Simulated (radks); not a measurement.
# Bi⁵⁹⁺ in [Ar] 3d6: an all-electron calculation

An exercise on one series of results from a longer session: the logs are not shown, and one member is left open.

The numbers are computed with radks (a radial shooting solver on a logarithmic mesh, Libxc functionals) version 1 (Dirac Kohn-Sham, B86b exchange with PBE correlation, spin-unpolarised, spherical densities, point nucleus; open shells fill j = l - 1/2 first), except any that are marked as measured or tabulated.

### Starting point

| Item | Value |
| --- | --- |
| element | bismuth (Z = 83) |
| charge | +59 |
| electrons | 24 |
| configuration | [Ar] 3d6 |

Set-up of the first run:

Input:

```text
Z 83
configuration [Ar] 3d6
relativity Dirac
functional b86_mgc,pbe
spin unpolarised
j_filling energy
nucleus point
c 137.035999084
```

Among the steps run: Self-consistent calculation.

One of the session's tables, all rows but one given; the rest of the session is left out.

It belongs to the step «Radial structure». Sizes of the orbitals, from the radial functions (bohr):

| level | <r> | outermost maximum (interpolated) | 90 % within | nodes |
| --- | --- | --- | --- | --- |
| 1s1/2 | 0.01578 | 0.00965 | 0.0290 | 0 |
| 2s1/2 | ? | ? | ? | ? |
| 2p1/2 | 0.05363 | 0.0411 | 0.0897 | 0 |
| 2p3/2 | 0.06255 | 0.0489 | 0.101 | 0 |
| 3s1/2 | 0.1646 | 0.155 | 0.241 | 2 |
| 3p1/2 | 0.1548 | 0.144 | 0.232 | 1 |
| 3p3/2 | 0.1692 | 0.159 | 0.252 | 1 |
| 3d3/2 | 0.1455 | 0.122 | 0.224 | 0 |
| 3d5/2 | 0.1499 | 0.126 | 0.229 | 0 |

Estimate the missing values for 2s1/2.

**Answer.** <r>: 0.06546; outermost maximum (interpolated): 0.0563; 90 % within: 0.103; nodes: 1. In the column «<r>» it lies between 2p3/2 (0.06255) and 3d3/2 (0.1455).

Caveats from the session: Spin polarisation and multiplet splitting are left out.
